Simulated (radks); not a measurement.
**Ru³⁺ in [Kr] 4d5: an all-electron calculation**

One table from this session's results is given with a row withheld; the runs are named, their logs left out.

Method: Dirac Kohn-Sham, BLYP, spin-unpolarised, spherical densities, point nucleus; open shells are shared between the two j in proportion to 2j + 1. Code: radks (a radial shooting solver on a logarithmic mesh, Libxc functionals) version 1.

## The system

```
element       : ruthenium (Z = 44)
charge        : +3
electrons     : 41
configuration : [Kr] 4d5
```

Outer shells as boxes (Hund's rule):

Ru³⁺
```
[Kr] core
4d [↑ ][↑ ][↑ ][↑ ][↑ ]
```

Set-up of the first run:

Settings of this run:

```text
Z 44
configuration [Kr] 4d5
relativity Dirac
functional b88,lyp
spin unpolarised
j_filling average
nucleus point
c 137.035999084
```

The run is started by

```console
$ python run_ks.py task.json out
```

The same process makes all the runs of this session.

One table of the session follows, with a row left open; its other results are not shown here.

It belongs to the step «Orbitals and density». Radial moments (bohr):

| level | <r> | outermost maximum (interpolated) | 90 % within | nodes |
| --- | --- | --- | --- | --- |
| 1s1/2 | 0.03343 | 0.0217 | 0.0599 | 0 |
| 2s1/2 | 0.1453 | 0.123 | 0.225 | 1 |
| 2p1/2 | 0.1236 | 0.0955 | 0.202 | 0 |
| 2p3/2 | 0.1284 | 0.0995 | 0.209 | 0 |
| 3s1/2 | 0.4025 | 0.362 | 0.594 | 2 |
| 3p1/2 | 0.3957 | 0.348 | 0.598 | 1 |
| 3p3/2 | 0.4064 | 0.358 | 0.613 | 1 |
| 3d3/2 | ? | ? | ? | ? |
| 3d5/2 | 0.3855 | 0.302 | 0.613 | 0 |
| 4s1/2 | 1.010 | 0.912 | 1.47 | 3 |
| 4p1/2 | 1.089 | 0.961 | 1.61 | 2 |
| 4p3/2 | 1.117 | 0.985 | 1.65 | 2 |
| 4d3/2 | 1.437 | 1.16 | 2.23 | 1 |
| 4d5/2 | 1.450 | 1.17 | 2.25 | 1 |

Estimate the missing values for 3d3/2.

The run gave: <r>: 0.3821; outermost maximum (interpolated): 0.299; 90 % within: 0.608; nodes: 0. In the column «<r>» it lies between 2s1/2 (0.1453) and 3d5/2 (0.3855).

Caveats from the session: Spin polarisation and multiplet splitting are left out.
